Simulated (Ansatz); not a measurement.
Geometry optimisation, Ansatz 0.2.0, DFT PBE, scalar-relativistic, plane waves, PAW.

The input (input.yaml):

```yaml
crystal:
  lattice:
    - [-4.118, -4.118, 0.0]
    - [4.118, -4.118, 0.0]
    - [0.0, 0.0, 5.298]
  atoms:
    - { symbol: P, position: [0.5, 0.5, 0.5], spin: 1.0 }
    - { symbol: Si, position: [0.0, 0.5, 0.25] }
    - { symbol: O, position: [0.1942, 0.5, 0.0] }
    - { symbol: O, position: [0.0, 0.1942, 0.25] }
    - { symbol: O, position: [0.8058, 0.5, 0.0] }
    - { symbol: O, position: [0.0, 0.8058, 0.25] }
    - { symbol: Si, position: [0.0, 0.5, 0.75] }
    - { symbol: O, position: [0.1942, 0.5, 0.5] }
    - { symbol: O, position: [0.0, 0.1942, 0.75] }
    - { symbol: O, position: [0.8058, 0.5, 0.5] }
    - { symbol: O, position: [0.0, 0.8058, 0.75] }
    - { symbol: Si, position: [0.0, 0.0, 0.0] }
    - { symbol: Si, position: [0.5, 0.0, 0.25] }
    - { symbol: O, position: [0.6942, 0.0, 0.0] }
    - { symbol: O, position: [0.5, 0.6942, 0.25] }
    - { symbol: O, position: [0.3058, 0.0, 0.0] }
    - { symbol: O, position: [0.5, 0.3058, 0.25] }
    - { symbol: Si, position: [0.0, 0.0, 0.5] }
    - { symbol: Si, position: [0.5, 0.0, 0.75] }
    - { symbol: O, position: [0.6942, 0.0, 0.5] }
    - { symbol: O, position: [0.5, 0.6942, 0.75] }
    - { symbol: O, position: [0.3058, 0.0, 0.5] }
    - { symbol: O, position: [0.5, 0.3058, 0.75] }
magnetization:
  spin_polarized: true
basis:
  ecutwfc: 420.0
kpoints:
  mp_grid: { grid: [2, 2, 2] }
hamiltonian:
  xc: pbe
  pseudopotentials: { kind: paw, azcp: { folder: soft_1 } }
scf:
  occupations: { method: gaussian, width: 0.02 }
  lower_state_search: "off"
relax:
  f_tol: 0.03
  max_steps: 60
  adjacent_minimum: "off"
```

Run as:

```bash
$ ansatz run input.yaml --threads 2 --pin off --max-ram 5120MiB --backend cpu --events-out ev --progress --plain --runs-dir out
```

Task: Where does it end, and by what steps?

Result: The forces met the threshold. Limits of this set-up: coarse k mesh. After 5 steps the energy has fallen by 0.666 eV; O21 moved furthest, 0.12 Å.

```
step  energy less start (eV)  largest force component (eV/Å)  accepted
   0                  0.0000                           2.202       yes
   1                 -0.3763                           1.556       yes
   2                 -0.6217                           0.587       yes
   3                 -0.6641                           0.168       yes
   4                 -0.6654                           0.102       yes
   5                 -0.6658                           0.024       yes
```

```xyz
23
Lattice="-4.1180 -4.1180 0.0000 4.1180 -4.1180 0.0000 0.0000 0.0000 5.2980" Properties=species:S:1:pos:R:3
P 0.000 -4.118 2.649
Si 2.059 -2.059 1.312
O 1.283 -2.835 0.000
O 0.802 -0.802 1.332
O -1.283 -5.401 0.000
O 3.316 -3.316 1.332
Si 2.059 -2.059 3.986
O 1.253 -2.865 2.649
O 0.802 -0.802 3.966
O -1.253 -5.371 2.649
O 3.316 -3.316 3.966
Si 0.000 0.000 0.000
Si -2.059 -2.059 1.321
O -2.859 -2.859 0.000
O 0.802 -4.920 1.446
O -1.259 -1.259 0.000
O -0.802 -3.316 1.446
Si 0.000 0.000 2.649
Si -2.059 -2.059 3.977
O -2.875 -2.875 2.649
O 0.802 -4.920 3.852
O -1.243 -1.243 2.649
O -0.802 -3.316 3.852
```

Whether the end is a true minimum wasn't checked by a vibrational analysis.

Time of the run: 43 s on 2 threads of Arm Neoverse V1, on a shared host, peak memory 0.57 GiB.
